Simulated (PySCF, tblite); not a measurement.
# C3H10O3SSi: geometry, infrared bands and NMR shifts

What infrared bands and NMR shifts should C3H10O3SSi (`CS(=O)(=O)COC[SiH3]`) show?

Programs: tblite 0.8.0 and PySCF 2.14.0, with density-fitted response routines of our own. Each step states its level of theory. These are calculated values for one molecule in the gas phase, unless marked as measured. Atoms are numbered from 0 throughout.

### 1 The starting structure

18 atoms, charge 0, multiplicity 1; geometry from: force field or distance geometry start.

Bonds of the start (Å): C0–S1 1.77, S1–O2 1.44, S1–O3 1.45, S1–C4 1.81, C4–O5 1.44, O5–C6 1.43, C6–Si7 1.88, C0–H8 1.09, C0–H9 1.09, C0–H10 1.09, C4–H11 1.09, C4–H12 1.09, C6–H13 1.10, C6–H14 1.09, Si7–H15 1.50, Si7–H16 1.49, Si7–H17 1.50.

### 2 Geometry optimisation with GFN2-xTB

The job: settings as JSON, then the geometry in Å.

```
{"job": {"kind": "relax", "xc": "GFN2-xTB", "basis": "xTB"}, "charge": 0, "multiplicity": 1}
C      2.090500     0.648400    -1.282400
S      1.774600    -0.962300    -0.625700
O      0.895200    -1.665100    -1.522200
O      3.064300    -1.538700    -0.278900
C      0.893100    -0.617900     0.921300
O     -0.181800     0.343000     0.842400
C     -1.398200    -0.220200     0.336600
Si    -2.899900     0.908800     0.373000
H      1.131400     1.128100    -1.497900
H      2.647300     1.229800    -0.548400
H      2.655900     0.535900    -2.203300
H      0.541900    -1.570400     1.331400
H      1.636900    -0.202200     1.609000
H     -1.638100    -1.116900     0.924800
H     -1.245100    -0.520200    -0.695900
H     -3.225400     1.321700     1.773000
H     -2.663300     2.121400    -0.452700
H     -4.087900     0.183100    -0.182500
```

Run with:

```sh
> OMP_NUM_THREADS=1 python probes_run.py task.json out
```

One launch serves the whole session: the jobs run in the order shown.

**Question.** This job is followed by: GFN2-xTB harmonic vibrations, gas phase; GIAO PBE0/pcSseg-1 NMR shielding, non-relativistic, gas phase. Predict these results of the whole session: strongest single infrared mode (GFN2-xTB); zero-point energy (GFN2-xTB); 13C shifts against TMS (PBE0/pcSseg-1); 1H shifts against TMS (PBE0/pcSseg-1, means over atoms taken as alike); 33S shifts against CS2 (PBE0/pcSseg-1); 17O shifts against H2O (PBE0/pcSseg-1, means over atoms taken as alike); 29Si shifts against TMS (PBE0/pcSseg-1).

The runs gave:

| quantity | value |
| --- | --- |
| strongest single infrared mode (GFN2-xTB) | 1251 cm⁻¹, 514 km/mol |
| zero-point energy (GFN2-xTB) | 79.9 kcal/mol |
| 13C shifts against TMS (PBE0/pcSseg-1) | 93.8, 59.9, 41.8 ppm |
| 1H shifts against TMS (PBE0/pcSseg-1, means over atoms taken as alike) | 4.33, 4.27, 3.91, 2.71 ppm |
| 33S shifts against CS2 (PBE0/pcSseg-1) | 317 ppm |
| 17O shifts against H2O (PBE0/pcSseg-1, means over atoms taken as alike) | 222.5, 28.5 ppm |
| 29Si shifts against TMS (PBE0/pcSseg-1) | -73.2 ppm |

**Reading.** Relaxing lowered the energy by 0.283 eV in 99 steps; the close pair that moved most is C4–O5, from 1.444 to 1.378 Å. All 48 modes are real, so the xTB geometry is a minimum. The strongest single mode, at 1251 cm⁻¹, is spread over several atoms, S1, O3, O2 among them. GFN2-xTB is a fitted tight-binding method: band positions and strengths are rough. Its intensities can rank the bands wrongly. C4 (sp3 CH2 bonded to O and S) lies farthest downfield among carbon, at 93.8 ppm; pulled downfield by the heteroatom. The most deshielded hydrogen is H13, H14 (mean) (hydrogen on an sp3 CH2 bonded to O and Si), at 4.33 ppm: its carbon carries O, hence the downfield position. At PBE0/pcSseg-1: The widest tensor belongs to S1: span 269 ppm, with a paramagnetic part of -865 ppm.
